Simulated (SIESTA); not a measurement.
# GaGe3 (P6_3/mmc) in SIESTA: reference runs, part 2 of 2

SIESTA 5.4.2. Earlier steps stand in the parts before.

**3. Single point, PBEsol (atoms moved at random, drawn with an rms of 0.05 Å)**

Contents of GaGe3.fdf:

```
SystemName                      GaGe3
SystemLabel                     GaGe3
NumberOfSpecies                 2
NumberOfAtoms                   8
%block ChemicalSpeciesLabel
  1  32 Ge
  2  31 Ga
%endblock ChemicalSpeciesLabel

LatticeConstant                 1.0 Ang
%block LatticeVectors
     5.9850359054     0.0000000000     0.0000000000
    -2.9925179527     5.1831931366     0.0000000000
     0.0000000000     0.0000000000     5.0349520000
%endblock LatticeVectors
AtomicCoordinatesFormat         Fractional
%block AtomicCoordinatesAndAtomicSpecies
     0.1624930000     0.3345310000     0.2596530000  1  Ge
     0.1663430000     0.8351470000     0.2545080000  1  Ge
     0.6792200000     0.8373260000     0.2406420000  1  Ge
     0.8325190000     0.6701570000     0.7551220000  1  Ge
     0.8373650000     0.1646120000     0.7515600000  1  Ge
     0.3222790000     0.1621250000     0.7518860000  1  Ge
     0.3193180000     0.6601950000     0.7517870000  2  Ga
     0.6651060000     0.3314770000     0.2537460000  2  Ga
%endblock AtomicCoordinatesAndAtomicSpecies

%block kgrid.MonkhorstPack
    5   0   0  0.0
    0   5   0  0.0
    0   0   5  0.0
%endblock kgrid.MonkhorstPack
XC.Functional                   GGA
XC.Authors                      PBEsol
PAO.BasisSize                   DZP
PAO.EnergyShift                 0.003 Ry
Mesh.Cutoff                     800 Ry
OccupationFunction              FD
ElectronicTemperature           0.05 eV
MaxSCFIterations                120
SCF.MustConverge                false
SCF.Mixer.Method                Pulay
SCF.Mixer.Weight                0.25
SCF.Mixer.History               8
SCF.DM.Tolerance                5.0e-05
SCF.H.Tolerance                 1.0e-03 eV
WriteForces                     true
Charge.Mulliken                 end
%block PAO.Basis
  Ge 4
  n=4 0 2
    5.960 0.000
  n=4 1 2
    8.130 0.000
  n=3 2 2
    3.189 0.000
  n=4 2 1
    8.130
  Ga 4
  n=4 0 2
    6.562 0.000
  n=4 1 2
    9.354 0.000
  n=3 2 2
    3.582 0.000
  n=4 2 1
    9.354
%endblock PAO.Basis
```

Potentials or basis: PseudoDojo 0.4 standard (PBEsol files), DZP (energy shift 0.003 Ry; two zetas on semicore shells).

On the command line:

```console
$ siesta GaGe3.fdf > GaGe3.out 2>&1
```

GaGe3.out:

```text
Version         : 5.4.2

                           ***********************
                           *  WELCOME TO SIESTA  *
                           ***********************

 NOTE: Siesta V5 introduces some new defaults for basis-set generation
 NOTE: which might lead to slightly different numerical results.
 NOTE: Please see the manual for full details and compatibility measures.

reinit: Reading from file GaGe3.fdf

reinit: -----------------------------------------------------------------------
reinit: System Name: GaGe3
reinit: -----------------------------------------------------------------------
reinit: System Label: GaGe3
reinit: -----------------------------------------------------------------------

initatom: Reading input for the pseudopotentials and atomic orbitals ----------
Species number:   1 Atomic number:   32 Label: Ge
Species number:   2 Atomic number:   31 Label: Ga

Ground state valence configuration (from tables):   4s02  4p02  4d00  4f00
Ground state valence configuration (from tables):   4s02  4p01  4d00  4f00

---- Processing specs for species: Ge
Reading pseudopotential information in PSML from:
  Ge.psml
[... 709 lines left out ...]
   2 14.049   2.150  -0.200   0.273   0.362   0.277   0.275   0.222   0.279
              1.986   1.990   1.985   1.990   1.988   0.021   0.018   0.022
[... 13 lines left out ...]
              0.018   0.020   0.047   0.100   0.065   0.085   0.082
   6 14.051   2.133  -0.190   0.272   0.390   0.292   0.274   0.204   0.270
              1.986   1.990   1.985   1.990   1.988   0.021   0.019   0.022

              0.019   0.020   0.044   0.098   0.066   0.084   0.078

Species: Ga
Atom  Qatom  Qorb
               4s      4s      4py     4pz     4px     4py     4pz     4px
               3dxy    3dyz    3dz2    3dxz    3dx2-y2 3dxy    3dyz    3dz2
               3dxz    3dx2-y2 4dxy    4dyz    4dz2    4dxz    4dx2-y2
   7 12.819   2.275  -0.375  -0.187  -0.135  -0.167   0.464   0.379   0.446
              1.973   1.972   1.974   1.971   1.973   0.032   0.033   0.032

              0.033   0.032   0.030   0.029  -0.022   0.026   0.031
   8 12.818   2.281  -0.377  -0.168  -0.123  -0.185   0.448   0.366   0.456
              1.973   1.972   1.974   1.971   1.972   0.032   0.033   0.032

              0.033   0.032   0.031   0.032  -0.022   0.026   0.030

mulliken: Qtot =      110.000

Mulliken Atomic Populations:
Atom #   charge [q] valence [e]  Species
     1    -0.047336   14.047336  Ge
     2    -0.049035   14.049035  Ge
     3    -0.084240   14.084240  Ge
     4    -0.065590   14.065590  Ge
     5    -0.065169   14.065169  Ge
     6    -0.051410   14.051410  Ge
     7     0.180939   12.819061  Ga
     8     0.181841   12.818159  Ga
 Total    -0.000000

Job completed
```

Run time: 6.2 min. Hardware: 1 thread of Arm Neoverse V1, shared host; peak memory 0.96 GiB.

Results:

```yaml
Free_energy: -18714.4923 eV
Pressure: -3.3 GPa
Largest_force: 0.254 eV/Å
Band_gap_on_the_k_mesh: none (metal or under the smearing width)
```

Forces in eV/Å, atoms in the order of the input:
```
Ge   0.022  0.175 -0.071
Ge   0.185 -0.048 -0.008
Ge  -0.133 -0.094  0.082
Ge  -0.122 -0.194 -0.048
Ge  -0.231 -0.020  0.003
Ge   0.228  0.107  0.036
Ga   0.101  0.100  0.015
Ga  -0.049 -0.024 -0.010
```

Stress tensor (GPa, compression positive):
```
-3.38 -0.07 -0.07
-0.07 -3.26 -0.06
-0.07 -0.06 -3.16
```

Levels at points of the mesh, in eV from the Fermi level:
```tsv
k point	band 52	band 53	band 54	band 55	band 56	band 57	band 58	band 59
(0.00, 0.00, 0.00)	-1.48	-1.29	-1.24	-0.98	-0.82	-0.78	0.53	1.72
```

Caveat: the basis of atomic orbitals isn't converged, which shifts pressures, moduli and gaps.
